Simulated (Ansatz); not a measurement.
# C₂H₈FInOSi: taking an electron away

How much energy removes an electron from C₂H₈FInOSi at fixed geometry? The cation is run at each level and the neutral's energy taken from earlier runs.

The runs use Ansatz 0.2.0, Gaussian basis; unrestricted cation, the program's frozen cores in correlated methods.

Plan: UKS PBE-D4/def2-TZVPP; UKS r2SCAN-D4/def2-TZVPP; UKS PBE0-D4/def2-TZVPP; UKS B3LYP-D4/def2-TZVPP; UKS wB97X-V/def2-TZVPP; UKS wB97M-V/def2-TZVPP; UKS B2PLYP/def2-TZVPP; UHF-CCSD(T)/def2-TZVPP; UHF-MP2/def2-QZVPP; extrapolation to the limit; then −ε(HOMO) from the neutral's earlier runs with LDA (SPW92), PBE-D4, revPBE-D4, BLYP-D4, r2SCAN-D4, B97M-V, PBE0-D4, B3LYP-D4, r2SCANh-D4, r2SCAN0-D4, HSE06-D4, BHLYP-D4, CAM-B3LYP-D4, LC-ωPBE, ωB97X-V, ωB97M-V.

## (1) The relaxed structure

The geometry comes from an earlier relaxation with PBE0-D4 in a triple-zeta def2 set; it is a stationary point, not always the lowest conformer. In takes the def2 core potential; no spin-orbit term is included.

SMILES `CO[SiH2][CH](F)[InH2]`, 14 atoms, charge 0, spin multiplicity 1.

Atoms are counted from 1 here; the program's logs count them from 0.

Bond lengths: C1–O2 1.415 Å, C1–H7 1.094 Å, C1–H8 1.094 Å, C1–H9 1.090 Å, O2–Si3 1.685 Å, Si3–C4 1.859 Å, Si3–H10 1.486 Å, Si3–H11 1.490 Å, C4–F5 1.402 Å, C4–In6 2.231 Å, C4–H12 1.093 Å, In6–H13 1.726 Å, In6–H14 1.718 Å. Angles: O2–C1–H7 110.9°, O2–C1–H8 110.6°, O2–C1–H9 108.5°, H7–C1–H8 109.2°, H7–C1–H9 109.0°, H8–C1–H9 108.7°, C1–O2–Si3 124.7°, O2–Si3–C4 99.2°, O2–Si3–H10 108.8°, O2–Si3–H11 107.2°, C4–Si3–H10 116.6°, C4–Si3–H11 113.7°, H10–Si3–H11 110.3°, Si3–C4–F5 112.9°, Si3–C4–In6 96.2°, Si3–C4–H12 114.1°, F5–C4–In6 111.5°, F5–C4–H12 108.3° and more.

## (2) Cation, UKS PBE-D4/def2-TZVPP

in.yaml reads:

```yaml
crystal:
  periodic: [false, false, false]
  atoms:
    - {symbol: C, position_ang: [-0.172306, -2.031080, 0.657257]}
    - {symbol: O, position_ang: [0.019826, -0.662695, 0.354213]}
    - {symbol: Si, position_ang: [0.622523, -0.080248, -1.108024]}
    - {symbol: C, position_ang: [0.429783, 1.743650, -0.805304]}
    - {symbol: F, position_ang: [1.642066, 2.378141, -0.499341]}
    - {symbol: In, position_ang: [-0.870195, 1.554252, 0.997608]}
    - {symbol: H, position_ang: [-0.907378, -2.480454, -0.017406]}
    - {symbol: H, position_ang: [0.770716, -2.579830, 0.577488]}
    - {symbol: H, position_ang: [-0.537014, -2.110080, 1.681467]}
    - {symbol: H, position_ang: [2.010054, -0.581515, -1.287548]}
    - {symbol: H, position_ang: [-0.259657, -0.605686, -2.187391]}
    - {symbol: H, position_ang: [-0.044101, 2.285507, -1.627122]}
    - {symbol: H, position_ang: [-2.558725, 1.303609, 0.739987]}
    - {symbol: H, position_ang: [-0.145601, 1.866421, 2.524108]}
basis:
  gaussian: {orbitals: def2-TZVPP}
total_charge: 1
magnetization: {spin_polarized: true, initial_magnetization: 1}
hamiltonian: {xc: pbe, dispersion: d4}
```

Run with:

```sh
$ ansatz run in.yaml --threads 2 --pin off --events-out ev --progress --plain --max-ram 22528MiB --backend cuda --devices 0, --max-vram 18GiB
```

The runs that follow: Cation, UKS r2SCAN-D4/def2-TZVPP; Cation, UKS PBE0-D4/def2-TZVPP; Cation, UKS B3LYP-D4/def2-TZVPP; Cation, UKS wB97X-V/def2-TZVPP; Cation, UKS wB97M-V/def2-TZVPP; Cation, UKS B2PLYP (frozen core)/def2-TZVPP; Cation, UHF-CCSD(T)/def2-TZVPP; Cation, UHF-MP2/def2-QZVPP.

Q: Predict the results of all the runs planned. Wanted: ionisation energy, CCSD(T)/CBS; nearest functional by difference; nearest −ε(HOMO); −ε(HOMO) of PBE; T1 of the cation.

The runs gave:

| quantity | value |
| --- | --- |
| ionisation energy, CCSD(T)/CBS | 8.90 eV |
| nearest functional by difference | ωB97M-V (-0.14 eV) |
| nearest −ε(HOMO) | ωB97M-V (+0.03 eV) |
| −ε(HOMO) of PBE | 5.60 eV |
| T1 of the cation | 0.019 |

By cation minus neutral, the functionals miss by 0.44 eV at most. −ε(HOMO) of PBE misses by 3.3 eV, since self-interaction lifts the level. Among orbital estimates ωB97M-V comes nearest. Hartree-Fock falls 1.04 eV short, as the neutral has more correlation energy than the cation. Correlated methods include outer-core shells of In, which these sets cover unevenly. With outer-core shells in play the reference is unsure by up to some tenths of an eV, so close misses can't be ranked.
